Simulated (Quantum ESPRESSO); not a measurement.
# B5Pt (P6/mmm) in Quantum ESPRESSO: notebook

One crystal, B5Pt, is run at these levels: BP86+D3(BJ), vdW-DF2; tasks: real-space fields.

Program: Quantum ESPRESSO 7.5. These are calculated values, not measurements. Logs are shortened: lines on timing, memory, paths and dates and some standing lists are left out, and cuts for length are marked.

**1. The structure**

The structure is hexagonal, space group P6/mmm (No. 191). Conventional cell: a = 4.488 Å, b = 4.488 Å, c = 3.416 Å, α = 90.00°, β = 90.00°, γ = 120.00°. B (site symmetry -6m2) is surrounded by 6 B at 2.14 Å. B (site symmetry mmm) has 8 B at 2.14 to 2.24 Å as nearest neighbours. Pt (site symmetry 6/mmm) is surrounded by 18 B at 2.59 to 2.82 Å.

The cell was built by a generator and needn't be a form met in nature.

**2. Real-space fields, BP86+D3(BJ)**

The input, pw.in:

```
&CONTROL
  calculation = 'scf'
  prefix = 'pwscf'
  outdir = './tmp'
  pseudo_dir = './pseudo'
  tprnfor = .true.
  tstress = .true.
  disk_io = 'low'
/
&SYSTEM
  ibrav = 0
  A = 4.48771039
  nat = 6
  ntyp = 2
  ecutwfc = 55
  ecutrho = 440
  nbnd = 23
  input_dft = 'bp'
  occupations = 'smearing'
  smearing = 'mv'
  degauss = 0.00999582
  vdw_corr = 'grimme-d3'
  dftd3_version = 4
/
&ELECTRONS
  conv_thr = 1.2d-09
  electron_maxstep = 120
  mixing_beta = 0.5
/
ATOMIC_SPECIES
B     10.8100 b_pbe_v1.4.uspp.F.UPF
Pt   195.0840 pt_pbe_v1.4.uspp.F.UPF
CELL_PARAMETERS alat
   1.0000000000    0.0000000000    0.0000000000
  -0.5000000011    0.8660254032    0.0000000000
   0.0000000000    0.0000000000    0.7610940554
ATOMIC_POSITIONS alat
B     -0.0000000057    0.5773502717    0.0000000000
B      0.5000000046    0.2886751315    0.0000000000
B      0.5000000000    0.0000000000    0.3805470277
B      0.2499999994    0.4330127016    0.3805470277
B     -0.2500000006    0.4330127016    0.3805470277
Pt     0.0000000000    0.0000000000    0.0000000000
K_POINTS automatic
7 7 8 0 0 0
```

The input, pp_density.in:

```
&INPUTPP
  prefix = 'pwscf'
  outdir = './tmp'
  filplot = 'density.dat'
  plot_num = 0
/
&PLOT
  nfile = 1
  filepp(1) = 'density.dat'
  iflag = 3
  output_format = 6
  fileout = 'density.cube'
/
```

The input, pp_potential.in:

```
&INPUTPP
  prefix = 'pwscf'
  outdir = './tmp'
  filplot = 'potential.dat'
  plot_num = 11
/
&PLOT
  nfile = 1
  filepp(1) = 'potential.dat'
  iflag = 3
  output_format = 6
  fileout = 'potential.cube'
/
```

The input, pp_potential_ks.in:

```
&INPUTPP
  prefix = 'pwscf'
  outdir = './tmp'
  filplot = 'potential_ks.dat'
  plot_num = 1
/
&PLOT
  nfile = 1
  filepp(1) = 'potential_ks.dat'
  iflag = 3
  output_format = 6
  fileout = 'potential_ks.cube'
/
```

Potentials or basis: SSSP 1.3 efficiency PBE.

Launch:

```bash
OMP_NUM_THREADS=1 pw.x -in pw.in > pw.out
OMP_NUM_THREADS=1 pp.x -in pp_density.in > pp_density.out
OMP_NUM_THREADS=1 pp.x -in pp_potential.in > pp_potential.out
OMP_NUM_THREADS=1 pp.x -in pp_potential_ks.in > pp_potential_ks.out
```

pw.out:

```text
This program is part of the open-source Quantum ESPRESSO suite
     for quantum simulation of materials; please cite
         "P. Giannozzi et al., J. Phys.:Condens. Matter 21 395502 (2009);
         "P. Giannozzi et al., J. Phys.:Condens. Matter 29 465901 (2017);
         "P. Giannozzi et al., J. Chem. Phys. 152 154105 (2020);
     in publications or presentations arising from this work. More details at

     IMPORTANT: XC functional enforced from input :
     Exchange-correlation= BP
                           (   1   1   1   1   0   0   0)
     Any further DFT definition will be discarded
     Please, verify this is what you really want

     Message from routine setup:
     using ibrav=0 with symmetry is DISCOURAGED, use correct ibrav instead

     G-vector sticks info
     --------------------
     sticks:   dense  smooth     PW     G-vecs:    dense   smooth      PW
     Sum        2185    1075    313                62815    22093    3533

     Using Slab Decomposition

     bravais-lattice index     =            0
     lattice parameter (alat)  =       8.4805  a.u.
     unit-cell volume          =     402.0129 (a.u.)^3
     number of atoms/cell      =            6
     number of atomic types    =            2
     number of electrons       =        31.00
     number of Kohn-Sham states=           23
     kinetic-energy cutoff     =      55.0000  Ry
     charge density cutoff     =     440.0000  Ry
     scf convergence threshold =      1.2E-09
     mixing beta               =       0.5000
     number of iterations used =            8  plain     mixing
     Exchange-correlation= BP
                           (   1   1   1   1   0   0   0)

     celldm(1)=   8.480544  celldm(2)=   0.000000  celldm(3)=   0.000000
     celldm(4)=   0.000000  celldm(5)=   0.000000  celldm(6)=   0.000000

     crystal axes: (cart. coord. in units of alat)
               a(1) = (   1.000000   0.000000   0.000000 )
               a(2) = (  -0.500000   0.866025   0.000000 )
               a(3) = (   0.000000   0.000000   0.761094 )

     reciprocal axes: (cart. coord. in units 2 pi/alat)
               b(1) = (  1.000000  0.577350 -0.000000 )
               b(2) = (  0.000000  1.154701  0.000000 )
               b(3) = (  0.000000 -0.000000  1.313898 )

     PseudoPot. # 1 for B  read from file:
     b_pbe_v1.4.uspp.F.UPF
     Pseudo is Ultrasoft + core correction, Zval =  3.0
     Generated by new atomic code, or converted to UPF format
     Using radial grid of  781 points,  4 beta functions with:
                l(1) =   0
                l(2) =   0
                l(3) =   1
                l(4) =   1
     Q(r) pseudized with  8 coefficients,  rinner =    1.100   1.100   1.100

     PseudoPot. # 2 for Pt read from file:
     pt_pbe_v1.4.uspp.F.UPF
[... 23 lines left out ...]
         3        B      tau(   3) = (   0.5000000   0.0000000   0.3805470  )
         4        B      tau(   4) = (   0.2500000   0.4330127   0.3805470  )
         5        B      tau(   5) = (  -0.2500000   0.4330127   0.3805470  )
         6        Pt     tau(   6) = (   0.0000000   0.0000000   0.0000000  )

     --------------------------------------------
     DFT-D3 Dispersion Correction (3-body terms):
     --------------------------------------------
       Reference C6 values for interpolation:

         atom   Coordination number   C6
         B          0.000           214.36
         B          0.971           150.74
         B          1.944           106.23
         B          2.913            62.89
         B          4.586            56.06
         Pt         0.000           782.29
         Pt         1.919           692.72
         Pt         6.667           673.75

       Values used:

         atom   Coordination number  R0_AB[au]  C6      C8
         B          3.339            3.039     62.89   2505.92
         B          3.339            3.039     62.89   2505.92
         B          2.816            3.039     64.62   2574.75
         B          2.816            3.039     64.62   2574.75
         B          2.816            3.039     64.62   2574.75
         Pt         4.529            3.168    673.75  70062.14

         Molecular C6 ( Ry / a.u.^6 ) =      4339.92

     number of k points=    40  Marzari-Vanderbilt smearing, width (Ry)=  0.0100
                       cart. coord. in units 2pi/alat
        k(    1) = (   0.0000000   0.0000000   0.0000000), wk =   0.0051020
        k(    2) = (   0.0000000   0.0000000   0.1642373), wk =   0.0102041
        k(    3) = (   0.0000000   0.0000000   0.3284745), wk =   0.0102041
        k(    4) = (   0.0000000   0.0000000   0.4927118), wk =   0.0102041
        k(    5) = (   0.0000000   0.0000000  -0.6569490), wk =   0.0051020
        k(    6) = (   0.0000000   0.1649572   0.0000000), wk =   0.0306122
[... 32 lines left out ...]
        k(   39) = (   0.2857143   0.4948717   0.4927118), wk =   0.0612245
        k(   40) = (   0.2857143   0.4948717  -0.6569490), wk =   0.0306122

     Dense  grid:    62815 G-vectors     FFT dimensions: (  60,  60,  45)

     Smooth grid:    22093 G-vectors     FFT dimensions: (  45,  45,  32)

     Initial potential from superposition of free atoms

     starting charge      30.4986, renormalised to      31.0000

     negative rho (up, down):  1.876E-01 0.000E+00
     Starting wfcs are   32 randomized atomic wfcs

     Self-consistent Calculation

     iteration #  1     ecut=    55.00 Ry     beta= 0.50
     Davidson diagonalization with overlap
     ethr =  1.00E-02,  avg # of iterations =  2.0

     negative rho (up, down):  1.686E-01 0.000E+00
[... 130 lines left out ...]
     iteration # 16     ecut=    55.00 Ry     beta= 0.50
     Davidson diagonalization with overlap
     ethr =  1.96E-11,  avg # of iterations =  1.7

     negative rho (up, down):  1.787E-01 0.000E+00

     End of self-consistent calculation

          k = 0.0000 0.0000 0.0000 (  2769 PWs)   bands (ev):

   -40.7441 -40.7441 -40.5375  -2.1375   3.9142   4.7836   4.7836   6.8469
     7.3121   7.8889   7.8889   9.3131   9.3131  11.2426  11.2426  11.5311
    13.3971  14.2596  14.3419  14.3419  15.5151  16.8451  16.8451
[... 231 lines left out ...]
   -40.7431 -40.7429 -40.5574   1.5606   2.3051   2.6481   3.3685   5.5237
     6.0087   8.0607   8.4225   8.8640   9.0686  10.5640  12.5891  12.7012
    13.3760  13.9600  14.7044  15.5363  16.3346  16.3374  18.1243

     the Fermi energy is    12.1995 ev

!    total energy              =    -242.59192463 Ry
     estimated scf accuracy    <          2.1E-10 Ry
     smearing contrib. (-TS)   =      -0.00040151 Ry
     internal energy E=F+TS    =    -242.59152312 Ry

     The total energy is F=E-TS. E is the sum of the following terms:
     one-electron contribution =     -52.87912160 Ry
     hartree contribution      =      44.82211771 Ry
     xc contribution           =     -71.17615888 Ry
     ewald contribution        =    -163.12116827 Ry
     DFT-D3 Dispersion         =      -0.23719209 Ry

     convergence has been achieved in  16 iterations

     negative rho (up, down):  1.787E-01 0.000E+00

     Forces acting on atoms (cartesian axes, Ry/au):

     atom    1 type  1   force =    -0.00000000   -0.00000000   -0.00000000
     atom    2 type  1   force =     0.00000000    0.00000000    0.00000000
     atom    3 type  1   force =     0.00000000    0.00000000   -0.00000000
     atom    4 type  1   force =     0.00000000    0.00000000    0.00000000
     atom    5 type  1   force =    -0.00000000   -0.00000000   -0.00000000
     atom    6 type  2   force =     0.00000000   -0.00000000    0.00000000

     Total force =     0.000000     Total SCF correction =     0.000000

     Computing stress (Cartesian axis) and pressure

     negative rho (up, down):  1.787E-01 0.000E+00
          total   stress  (Ry/bohr**3)                   (kbar)     P=     -299.89
  -0.00151122  -0.00000000   0.00000000         -222.31       -0.00        0.00
  -0.00000000  -0.00151122   0.00000000           -0.00     -222.31        0.00
   0.00000000   0.00000000  -0.00309343            0.00        0.00     -455.06

=------------------------------------------------------------------------------=
   JOB DONE.
=------------------------------------------------------------------------------=
```

pp_potential.out:

```text
This program is part of the open-source Quantum ESPRESSO suite
     for quantum simulation of materials; please cite
         "P. Giannozzi et al., J. Phys.:Condens. Matter 21 395502 (2009);
         "P. Giannozzi et al., J. Phys.:Condens. Matter 29 465901 (2017);
         "P. Giannozzi et al., J. Chem. Phys. 152 154105 (2020);
     in publications or presentations arising from this work. More details at

     IMPORTANT: XC functional enforced from input :
     Exchange-correlation= BP
                           (   1   1   1   1   0   0   0)
     Any further DFT definition will be discarded
     Please, verify this is what you really want

     G-vector sticks info
     --------------------
     sticks:   dense  smooth     PW     G-vecs:    dense   smooth      PW
     Sum        2185    1075    313                62815    22093    3533

     Using Slab Decomposition

     negative rho (up, down):  1.787E-01 0.000E+00

     Calling punch_plot, plot_num =  11
     Writing data to file  potential.dat
     Reading data from file  potential.dat

     Writing data to be plotted to file potential.cube
     Plot Type: 3D                     Output format: Gaussian cube

=------------------------------------------------------------------------------=
   JOB DONE.
=------------------------------------------------------------------------------=
```

Wall time 67 s (1 thread of Intel Xeon Platinum 8488C (Sapphire Rapids), shared host); peak memory 0.3 GiB.

What came out:

```
Free energy            : -3300.6313 eV
Pressure               : -30.0 GPa
Band gap on the k mesh : none (metal or under the smearing width)
```

Levels at points of the mesh, in eV from the Fermi level:
```tsv
k point	band 12	band 13	band 14	band 15	band 16	band 17	band 18	band 19	band 20	band 21
(0.00, 0.00, 0.00)	-2.89	-2.89	-0.96	-0.96	-0.67	1.20	2.06	2.14	2.14	3.32
(0.00, 0.00, -0.50)	-2.76	-2.76	-1.81	-0.04	-0.04	0.37	0.37	0.95	0.95	2.83
```

Caveat: the potentials were made for another functional, which shifts forces and pressure; a pressure of tens of GPa on the cell as given is suspect, and the run, the potentials or the cell itself is likely at fault; pairwise dispersion overbinds metals, which lowers pressure and volume.

**3. Real-space fields, vdW-DF2**

The input, pw.in:

```
&CONTROL
  calculation = 'scf'
  prefix = 'pwscf'
  outdir = './tmp'
  pseudo_dir = './pseudo'
  tprnfor = .true.
  tstress = .true.
  disk_io = 'low'
/
&SYSTEM
  ibrav = 0
  nat = 6
  ntyp = 2
  ecutwfc = 84
  nbnd = 24
  input_dft = 'vdw-df2'
  occupations = 'smearing'
  smearing = 'gaussian'
  degauss = 0.00734986
/
&ELECTRONS
  conv_thr = 1.2d-09
  electron_maxstep = 120
  mixing_beta = 0.5
/
ATOMIC_SPECIES
B     10.8100 B.upf
Pt   195.0840 Pt.upf
CELL_PARAMETERS angstrom
   4.4877103900    0.0000000000    0.0000000000
  -2.2438552000    3.8864712000    0.0000000000
   0.0000000000    0.0000000000    3.4155697000
ATOMIC_POSITIONS angstrom
B     -0.0000000258    2.5909808130    0.0000000000
B      2.2438552158    1.2954903870    0.0000000000
B      2.2438551950    0.0000000000    1.7077848500
B      1.1219275950    1.9432356000    1.7077848500
B     -1.1219276000    1.9432356000    1.7077848500
Pt     0.0000000000    0.0000000000    0.0000000000
K_POINTS automatic
7 7 8 0 0 0
```

pp_density.in is that of step 2.

pp_potential.in is that of step 2.

The input, pp_elf.in:

```
&INPUTPP
  prefix = 'pwscf'
  outdir = './tmp'
  filplot = 'elf.dat'
  plot_num = 8
/
&PLOT
  nfile = 1
  filepp(1) = 'elf.dat'
  iflag = 3
  output_format = 6
  fileout = 'elf.cube'
/
```

pp_potential_ks.in is that of step 2.

Potentials or basis: Ansatz NC SR PBE.

Launch:

```bash
OMP_NUM_THREADS=1 pw.x -in pw.in > pw.out
OMP_NUM_THREADS=1 pp.x -in pp_density.in > pp_density.out
OMP_NUM_THREADS=1 pp.x -in pp_potential.in > pp_potential.out
OMP_NUM_THREADS=1 pp.x -in pp_elf.in > pp_elf.out
OMP_NUM_THREADS=1 pp.x -in pp_potential_ks.in > pp_potential_ks.out
```

pw.out:

```text
[... set-up lines left out ...]
     Self-consistent Calculation

     iteration #  1     ecut=    84.00 Ry     beta= 0.50
     Davidson diagonalization with overlap
     ethr =  1.00E-02,  avg # of iterations =  2.2

     total energy              =    -290.54726643 Ry
     estimated scf accuracy    <       0.93104426 Ry

     iteration #  2     ecut=    84.00 Ry     beta= 0.50
     Davidson diagonalization with overlap
     ethr =  2.82E-03,  avg # of iterations =  2.2

     total energy              =    -290.92128342 Ry
     estimated scf accuracy    <       1.99934297 Ry

     iteration #  3     ecut=    84.00 Ry     beta= 0.50
     Davidson diagonalization with overlap
     ethr =  2.82E-03,  avg # of iterations =  2.0
[... 57 lines left out ...]
     total energy              =    -291.08767315 Ry
     estimated scf accuracy    <       0.00000135 Ry

     iteration # 12     ecut=    84.00 Ry     beta= 0.50
     Davidson diagonalization with overlap
     ethr =  3.42E-09,  avg # of iterations =  1.6

     total energy              =    -291.08767335 Ry
     estimated scf accuracy    <          6.1E-09 Ry

     iteration # 13     ecut=    84.00 Ry     beta= 0.50
     Davidson diagonalization with overlap
     ethr =  1.84E-11,  avg # of iterations =  4.7

     End of self-consistent calculation

          k = 0.0000 0.0000 0.0000 (  5311 PWs)   bands (ev):

   -86.0329 -40.2648 -40.2648 -40.0602  -1.6166   4.3717   5.2869   5.2869
     7.2620   7.8084   8.4173   8.4173   9.7704   9.7704  11.6566  11.6566
    12.0323  13.7705  14.6974  14.6974  14.7383  15.9296  17.2332  17.2332

          k = 0.0000 0.0000 0.1642 (  5245 PWs)   bands (ev):

   -86.0328 -40.2645 -40.2645 -40.0631  -1.4477   4.4879   5.4011   5.4011
     5.9117   8.1670   8.1670   8.6213  10.1575  10.1575  11.5369  11.5369
    12.5337  12.9080  13.9496  13.9496  14.9265  16.9639  16.9639  17.3509

          k = 0.0000 0.0000 0.3285 (  5239 PWs)   bands (ev):

   -86.0327 -40.2640 -40.2640 -40.0702  -0.9446   4.1323   4.8117   5.7178
     5.7178   7.7717   7.7717   9.5025  10.8948  10.9865  10.9865  11.0458
    11.0458  13.0203  13.0203  14.1928  15.9877  16.0611  16.0611  19.4772
[... 211 lines left out ...]
          k = 0.2857 0.4949 0.4927 (  5224 PWs)   bands (ev):

   -86.0326 -40.2640 -40.2638 -40.0772   1.4334   2.1755   3.9990   4.7278
     5.1699   7.4995   8.4689   8.7008   9.4221   9.7062  11.0087  12.6298
    12.7693  14.2436  14.4206  15.2223  15.9565  16.7305  17.3761  18.5666

          k = 0.2857 0.4949-0.6569 (  5214 PWs)   bands (ev):

   -86.0325 -40.2638 -40.2636 -40.0801   2.0362   2.7767   3.1504   3.8653
     6.0631   6.5361   8.5423   8.9105   9.3479   9.5368  10.9778  13.0079
    13.1031  13.7873  14.4086  15.1176  15.9519  16.7056  16.7280  18.4772

     the Fermi energy is    12.6139 ev

!    total energy              =    -291.08767335 Ry
     estimated scf accuracy    <          3.9E-10 Ry
     smearing contrib. (-TS)   =      -0.00111744 Ry
     internal energy E=F+TS    =    -291.08655592 Ry

     The total energy is F=E-TS. E is the sum of the following terms:
     one-electron contribution =    -104.24386460 Ry
     hartree contribution      =      67.51818070 Ry
     xc contribution           =     -60.37742850 Ry
     ewald contribution        =    -193.98344352 Ry

     convergence has been achieved in  13 iterations

     Forces acting on atoms (cartesian axes, Ry/au):

     atom    1 type  1   force =     0.00000000    0.00000000    0.00000000
     atom    2 type  1   force =     0.00000000    0.00000000    0.00000000
     atom    3 type  1   force =     0.00000000    0.00000000    0.00000000
     atom    4 type  1   force =     0.00000000   -0.00000000    0.00000000
     atom    5 type  1   force =     0.00000000    0.00000000    0.00000000
     atom    6 type  2   force =     0.00000000    0.00000000    0.00000000

     Total force =     0.000000     Total SCF correction =     0.000000

     Computing stress (Cartesian axis) and pressure

          total   stress  (Ry/bohr**3)                   (kbar)     P=     -170.67
  -0.00050900  -0.00000000   0.00000000          -74.88       -0.00        0.00
  -0.00000000  -0.00050900   0.00000000           -0.00      -74.88        0.00
  -0.00000000  -0.00000000  -0.00246253           -0.00       -0.00     -362.25

=------------------------------------------------------------------------------=
   JOB DONE.
=------------------------------------------------------------------------------=
```

Run time: 7.4 min. Hardware: 1 thread of Intel Xeon Platinum 8488C (Sapphire Rapids), shared host; peak memory 0.21 GiB.

What came out:

- Free energy: -3960.4496 eV
- Pressure: -17.1 GPa
- Band gap on the k mesh: none (metal or under the smearing width)

Levels at points of the mesh, in eV from the Fermi level:
| k point | band 14 | band 15 | band 16 | band 17 | band 18 | band 19 | band 20 | band 21 |
| --- | --- | --- | --- | --- | --- | --- | --- | --- |
| (0.00, 0.00, 0.00) | -2.84 | -0.96 | -0.96 | -0.58 | 1.16 | 2.08 | 2.08 | 2.12 |
| (0.00, 0.00, -0.50) | -2.75 | -1.81 | -0.05 | -0.05 | 0.50 | 0.50 | 0.93 | 0.93 |

Caveat: the potentials were made for another functional, which shifts forces and pressure; so large a pressure means that the cell lies far from this level's equilibrium, or that cutoff or potentials fall short. The run has no spin-orbit coupling, so splittings on Pt are missing.

**4. The reference run**

An earlier run on the cell as given: functional PBE; potentials or basis SSSP 1.3 efficiency PBE; cutoff 748 eV; density cutoff 5987 eV; k mesh 7 × 7 × 8; occupations fermi-dirac, width 0.05 eV; no spin polarisation.

* Pressure: -30.5 GPa
* Band gap on the k mesh: none (metal or under the smearing width)

**5. Overview**

| task | level | potentials or basis | cutoff (eV) | smearing | gap on the mesh (eV) | pressure (GPa) |
| --- | --- | --- | --- | --- | --- | --- |
| real-space fields | BP86+D3(BJ) | SSSP 1.3 efficiency PBE | 748 | cold 0.136 eV | none | -30.0 |
| real-space fields | vdW-DF2 | Ansatz NC SR PBE | 1143 | gaussian 0.1 eV | none | -17.1 |
| single point | PBE | SSSP 1.3 efficiency PBE | 748 | fermi-dirac 0.05 eV | none | -30.5 |

Alike in all rows: no spin polarisation; cell as given; k mesh 7 × 7 × 8.

Caveats: the potentials were made for another functional, which shifts forces and pressure (some runs); a pressure of tens of GPa on the cell as given is suspect, and the run, the potentials or the cell itself is likely at fault (some runs); pairwise dispersion overbinds metals, which lowers pressure and volume (some runs); so large a pressure means that the cell lies far from this level's equilibrium, or that cutoff or potentials fall short (some runs).

Absolute energies hang on the potentials; compare differences alone.
